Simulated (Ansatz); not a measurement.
# CH₄GeTe: small, medium and large basis sets

One table from this session's results is given with a row withheld; the runs are named, their logs left out.

Program: Ansatz 0.2.0, Gaussian basis. Level of theory: one geometry, several basis sets. These are calculated values, not measurements.

Levels to be run: PBE0-D4/def2-SVP; ωB97M-V/def2-SVP; PBE0-D4/def2-QZVPP; ωB97M-V/def2-QZVPP; the functionals' def2-TZVPP values are taken from earlier runs.

## The relaxed structure

All runs share one geometry, relaxed beforehand with PBE0-D4 in a triple-zeta def2 set. Te takes the def2 core potential; no spin-orbit term is included.

SMILES `[CH2]1[GeH2][Te]1`, 7 atoms, charge 0, spin multiplicity 1.

Atoms are counted from 1 here; the program's logs count them from 0.

Bond lengths: C1–Ge2 1.927 Å, C1–Te3 2.211 Å, C1–H4 1.084 Å, C1–H5 1.084 Å, Ge2–Te3 2.512 Å, Ge2–H6 1.528 Å, Ge2–H7 1.528 Å. Angles: Ge2–C1–Te3 74.4°, Ge2–C1–H4 118.4°, Ge2–C1–H5 118.4°, Te3–C1–H4 112.2°, Te3–C1–H5 112.2°, H4–C1–H5 114.4°, C1–Ge2–Te3 58.0°, C1–Ge2–H6 118.1°, C1–Ge2–H7 118.1°, Te3–Ge2–H6 117.7°, Te3–Ge2–H7 117.7°, H6–Ge2–H7 115.3°, C1–Te3–Ge2 47.6°.

Geometry (Å):

```xyz
7
charge 0, multiplicity 1
C    -0.7121   -0.5847   -0.3256
Ge    0.7668    0.3837    0.4422
Te   -0.6865    1.3739   -1.3519
H    -0.4965   -1.4036   -1.0018
H    -1.6052   -0.7213    0.2728
H     0.6122    0.9254    1.8624
H     2.1827   -0.0412    0.0563
```

Set-up of the first run:

Input file in.yaml:

```yaml
crystal:
  periodic: [false, false, false]
  atoms:
    - {symbol: C, position_ang: [-0.712131, -0.584712, -0.325627]}
    - {symbol: Ge, position_ang: [0.766784, 0.383685, 0.442171]}
    - {symbol: Te, position_ang: [-0.686548, 1.373927, -1.351878]}
    - {symbol: H, position_ang: [-0.496545, -1.403590, -1.001836]}
    - {symbol: H, position_ang: [-1.605176, -0.721349, 0.272795]}
    - {symbol: H, position_ang: [0.612173, 0.925375, 1.862411]}
    - {symbol: H, position_ang: [2.182743, -0.041235, 0.056264]}
basis:
  gaussian: {orbitals: def2-SVP}
hamiltonian: {xc: pbe0, dispersion: d4}
output: {orbitals: {seedname: orbitals}}
```

The run is started by

```
$ ansatz run in.yaml --threads 2 --pin off --events-out ev --progress --plain --max-ram 4352MiB
```

Among the steps run: PBE0-D4 in def2-SVP; ωB97M-V in def2-SVP; PBE0-D4 in def2-QZVPP; ωB97M-V in def2-QZVPP.

One table of the session follows, with a row left open; its other results are not shown here.

It belongs to the step «Functionals by basis». 

| functional | basis | HOMO (eV) |
| --- | --- | --- |
| PBE0-D4 | def2-SVP | -5.94 |
| PBE0-D4 | def2-TZVPP | -6.03 |
| PBE0-D4 | def2-QZVPP | -6.04 |
| ωB97M-V | def2-SVP | -7.98 |
| ωB97M-V | def2-TZVPP | -8.10 |
| ωB97M-V | def2-QZVPP | ? |

Q: Estimate the row for ωB97M-V, def2-QZVPP from the others.

**Answer.** HOMO (eV): -8.11. In the column «HOMO (eV)» it is the lowest.
